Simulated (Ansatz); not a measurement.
Which YAML input does this script hand to the engine? (Ansatz's Python interface)

`b2w.py`:
```python
"""B2W from an input typed as a mapping."""

import ansatz as az
import numpy as np


def main() -> None:
    inputs = {
        "crystal": {
            "lattice": [[3.02, 0.0, 0.0], [-1.51, 2.615397, 0.0], [0.0, 0.0, 3.05]],
            "atoms": [
                {"symbol": "B", "position": [0.333333, 0.666667, 0.5]},
                {"symbol": "B", "position": [0.666667, 0.333333, 0.5]},
                {"symbol": "W", "position": [0.0, 0.0, 0.0]},
            ],
        },
        "kpoints": {"mp_grid": {"kspacing": 0.3}},
        "hamiltonian": {"xc": "pbesol"},
        "scf": {"occupations": {"method": "fermi_dirac", "width": 0.15}},
        "basis": {"ecutwfc": 470},
        "output": {"forces": True, "stress": True},
    }

    planned = az.Session.from_dict(inputs).plan(threads=1, pin="off")
    done = planned.execute()
    summary = done.report

    print(f"free energy      {summary['free_energy_ev']:.5f} eV")
    print(f"per atom         {summary['free_energy_ev'] / len(done.lattice.sites):.5f} eV")
    print(f"SCF iterations   {summary['n_iterations']}  (converged: {summary['converged']})")

    # the stress is positive in compression
    sigma = summary["stress_gpa"]
    voigt = [sigma[0][0], sigma[1][1], sigma[2][2], sigma[1][2], sigma[0][2], sigma[0][1]]
    print("stress xx yy zz yz xz xy (GPa, compression positive):", " ".join(f"{s:.3f}" for s in voigt))
    print("P =", round(10 * float(np.mean(voigt[:3])), 2), "kbar")

    # forces, one row an atom
    print("forces (eV/A)")
    for site, force in zip(done.lattice.sites, summary["forces_ev_ang"]):
        print(f"  {site.symbol:2s} {force[0]:9.4f} {force[1]:9.4f} {force[2]:9.4f}")


if __name__ == "__main__":
    main()
```

Running `python b2w.py` prints:
```text
DeckWarning: the atoms were moved onto the symmetric positions of the space group found under crystal.symmetry.tolerance 1.0e-5 (fractional; no operation is sought that the atoms, as they stand in a round, miss by more than twice it, and no atom is moved by as much as it), and the run uses the moved positions. Before a round's move an operation carried an atom to 3.02e-6 Å from where it should land, the largest such distance. Atom 0 (counting from 0) moved farthest, by 1.74e-6 Å; the longest [...]
free energy      -10562.13212 eV
per atom         -3520.71071 eV
SCF iterations   6  (converged: True)
stress xx yy zz yz xz xy (GPa, compression positive): 25.805 25.805 38.219 0.000 0.000 0.000
P = 299.43 kbar
forces (eV/A)
  B     0.0000    0.0000    0.0000
  B    -0.0000   -0.0000    0.0000
  W    -0.0000    0.0000    0.0000
```
(Warnings from the package without file and line, shortened, repeats left out.)

`input.yaml`:
```yaml
crystal:
  lattice:
    - [3.02, 0.0, 0.0]
    - [-1.51, 2.615397, 0.0]
    - [0.0, 0.0, 3.05]
  atoms:
    - { symbol: B, position: [0.333333, 0.666667, 0.5] }
    - { symbol: B, position: [0.666667, 0.333333, 0.5] }
    - { symbol: W, position: [0.0, 0.0, 0.0] }
kpoints:
  mp_grid: { kspacing: 0.3 }
hamiltonian:
  xc: pbesol
scf:
  occupations: { method: fermi_dirac, width: 0.15 }
basis:
  ecutwfc: 470
output:
  forces: true
  stress: true
```

Launched from the shell:
```console
$ ansatz run input.yaml --threads 1 --pin off --max-ram 3072MiB --backend cpu --events-out ev --progress --plain --runs-dir out
Warning: the atoms were moved onto the symmetric positions of the space group found under crystal.symmetry.tolerance 1.0e-5 (fractional; no operation is sought that the atoms, as they stand in a round, miss by more than twice it, and no atom is moved by as much as it), and the run uses the moved positions. Before a round's move an operation carried an atom to 3.02e-6 Å from where it should land, [...]
Engine: ansatz 0.2.0, aarch64-unknown-linux-gnu
Pseudopotentials: kind: paw
Pseudopotential: B, paw, valence charge 3, recommended cutoff 420 eV (normal), B.paw.azcp
Pseudopotential: W, paw, valence charge 14, recommended cutoff 420 eV (normal), W.paw.azcp
Functional definition: PBEsol
  exchange = pbesol_x
  correlation = pbesol_c
Crystal: 3 atoms, lattice volume = 24.090 Å³
Basis set: ecut = 470 eV, 551 PW (Γ), exchange–correlation on 48×48×48 points (8 copies of the dense FFT grid, shifted against one another)
Bands: 14, of which v1, the nominal top of the filled ones, is band 10 counted from 1 (9 counted from 0)
Symmetry: 24 space group operations
Space group: P6/mmm (ITA 191), of the structure as read, at distance tolerance 2.9e-5 Å
k-points: 48 of 567
Non-local potential: B, projectors of the file, l = 0: 2, l = 1: 2, l = 2: 1
Non-local potential: W, projectors of the file, l = 0: 3, l = 1: 2, l = 2: 2, l = 3: 1
PAW form: soft (Blöchl's): semilocal exchange-correlation on the pseudo side does not see the compensation charge
PAW frozen core: B, regenerated for the run's functional, and the local potential with it (the file was generated under x = pbe(κ = 0.804, μ = 0.2195149727645171), c = pbe(β = 0.06672455060314922))
PAW frozen core: W, regenerated for the run's functional, and the local potential with it (the file was generated under x = pbe(κ = 0.804, μ = 0.2195149727645171), c = pbe(β = 0.06672455060314922))
PAW one-centre angular grid: B, 110 points (default); XC on 64 Gauss nodes
PAW one-centre angular grid: W, 590 points (default); XC on 64 Gauss nodes
Initial density: superposition of atomic densities (neutral atoms: chi_scale 0, normalization atom), corrected by the library's trained network
Initial wavefunctions: pseudopotential atomic-orbital guess
Functional: x = pbesol(κ = 0.804, μ = 0.12345679012345678), c = pbesol(β = 0.046)
SCF iter   1: F=—  HF=-10562.133077 eV  |F-HF|=—  |Δ(HF+E_count)|=         —  Δρ=4.03e-3  dr2=4.61e-3  ethr=1.77e-3  ⟨swp⟩=5.0  Hψ=3752  notcnv=0
preconditioner: auto → none  [metal: Δε(μ)=0.097 eV  Ē_g=10.444 eV  σ=0.150 eV  W_gap=0.16  n_scr=8 (ndim 8)  ℏωp=26.2 eV  f_vac=0.000  D(μ)=1.03/eV (n_scr^D=8)  sad-step TF]
SCF iter   2: F=—  HF=-10562.132740 eV  |F-HF|=—  |Δ(HF+E_count)|=   3.37e-4  Δρ=2.74e-3  dr2=2.53e-3  ethr=2.30e-5  ⟨swp⟩=1.2  Hψ=1083  notcnv=0
SCF iter   3: F=—  HF=-10562.132119 eV  |F-HF|=—  |Δ(HF+E_count)|=   6.22e-4  Δρ=3.97e-4  dr2=1.15e-5  ethr=1.26e-5  ⟨swp⟩=2.0  Hψ=937  notcnv=0
SCF iter   4: F=—  HF=-10562.132118 eV  |F-HF|=—  |Δ(HF+E_count)|=   5.28e-7  Δρ=8.35e-5  dr2=7.87e-7  ethr=5.76e-8  ⟨swp⟩=2.0  Hψ=1172  notcnv=0
iter 5 did not close the SCF: its close was put off for the readings that it lacked (scf_convergence_deferred on its scf_iter line)
SCF iter   5: F=-10562.132118 eV  HF=-10562.132118 eV  |F-HF|=9.35e-9  |Δ(HF+E_count)|=   1.13e-7  Δρ=1.81e-5  dr2=3.54e-8  ethr=3.93e-9  ⟨swp⟩=2.3  Hψ=1027  notcnv=0
SCF iter   6: F=-10562.132118 eV  HF=-10562.132118 eV  |F-HF|=8.71e-10  |Δ(HF+E_count)|=   4.22e-9  Δρ=3.74e-6  dr2=1.92e-9  ethr=1.77e-10  ⟨swp⟩=2.1  Hψ=2397  notcnv=0
SCF 1 converged in 6 iterations: F = -10562.132118 eV  dr2 = 1.92e-9
  greatest PAW one-centre occupation: 1.000 electrons in one spin orbital (limit 2), on the W atom at site 2 (counted from 0), in its partial waves of l = 0
SCF converged after 6 iterations
Free energy (F): -10562.132118 eV
Harris-Foulkes:  -10562.132118 eV  (|F-HF|=8.71e-10)
Internal energy: -10562.054453 eV  (E = F + TS)
E sigma→0 (E₀):  -10562.093286 eV
Entropy (-TS):   -0.077666 eV (-25.889 meV/atom)
Fermi energy:    22.803702 eV
--- Per-component energies (eV) ---
  E_band       = -17.786814
  E_kinetic    = 566.172253
  E_local      = -631.235895  (includes V_loc(G=0)·N_el)
  E_nonlocal   = 25.780219
  E_hartree    = 239.197217
  E_xc         = -335.315756
  E_vxc        = -322.778545  (∫ρ·V_xc dr)
  E_paw        = -8588.195366  (= ΣΔE_a)
  E_vpaw       = -134.119104  (= ΣTr[D̂ρ^β])
  E_aug_tail   = -0.000070  (compensation charges beyond the density's cutoff)
  E_ewald      = -1838.708271
  E_core_change = 0.251214  (= ΣΔE_core)
  E_smearing   = -0.077666  (= −TS)
  E_closure    = -0.000000  (closes the sum)
  Σ components = -10562.132118   (vs F -10562.132118, Δ=0.00e0)
--- Forces (eV/Å), atoms counted from 1 ---
  atom   1  B      0.00000000     0.00000000     0.00000000
  atom   2  B     -0.00000000    -0.00000000     0.00000000
  atom   3  W     -0.00000000     0.00000000     0.00000000
  max |Σ_I F_I| component: 1.85e-17 eV/Å
--- Stress (GPa, compression-positive) ---
       25.805462       0.000000       0.000000
       -0.000000      25.805462       0.000000
        0.000000       0.000000      38.218522
  P = ⅓ Tr σ = 29.9431 GPa (299.431 kbar)
```

Caveats:
- Total energies depend on the potentials; only differences at equal settings carry meaning.
- No spin polarisation was allowed.
- For a metal this k-point mesh is coarse: on a finer one energies can move by several to tens of meV an atom and pressures by half a GPa or more, differences at one mesh by less.
- A Fermi-Dirac width this large means warm electrons, whose thermal share enters the free energy.
- Spin-orbit coupling, which matters for elements this heavy, is left out.
- At these settings the cell as given stands under about 30 GPa, so it isn't at this functional's equilibrium volume and may be a high-pressure phase.
- The structure is a deposited one; some such entries were measured under pressure or heat, so a shift against it needn't be the functional's error alone.
- It ran for 1.7 s on 1 thread of Arm Neoverse V2, with other jobs on the host, peak memory 0.35 GiB.
